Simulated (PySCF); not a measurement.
# C4H7NSi: the cost of one run

The runs use PySCF 2.14.0, with density-fitted response routines of our own; the level of theory stands in each step. All values are computed, except where a source is named. Atoms count from 0, in the outputs and in this text.

### Step 1. The starting structure

13 atoms, charge 0, multiplicity 1; geometry from: GFN2-xTB. The atoms were then displaced at random by about 0.01 Å, so the start is not that level's minimum.

Bonds of the start (Å): C0–C1 1.30, C1–C2 1.50, C1–Si3 1.93, Si3–C4 1.86, C4–N5 1.14, C0–H6 1.09, C0–H7 1.10, C2–H8 1.06, C2–H9 1.08, C2–H10 1.11, Si3–H11 1.45, Si3–H12 1.47.

### Step 2. Geometry optimisation at PBE0-D3(BJ)/def2-SVP

Job settings and geometry (Å):

```
{"job": {"xc": "PBE0", "basis": "def2-SVP", "d3": "d3bj", "grid": 1, "shake": 0.01, "kind": "geom"}, "charge": 0, "multiplicity": 1}
C     -1.011790     1.515310     0.262270
C     -0.477470     0.369290    -0.034910
C     -1.245220    -0.916470     0.109070
Si     1.339000     0.247160    -0.661910
C      2.144450    -1.003570     0.449110
N      2.638280    -1.762520     1.145760
H     -2.040260     1.612530     0.612320
H     -0.486880     2.479000     0.152280
H     -1.287460    -1.426150    -0.820250
H     -2.236710    -0.742020     0.496150
H     -0.714670    -1.576110     0.822340
H      2.038800     1.508590    -0.527530
H      1.345760    -0.321920    -2.015030
```

The run is started by

```sh
$ OMP_NUM_THREADS=1 python probes_run.py task.json out
```

The driver reads the jobs from task.json and runs them one after another.

Q: Estimate the wall time and peak memory of this first job on 1 thread of Arm Neoverse V1, shared host.

About 46 s, with a peak of 0.51 GiB.
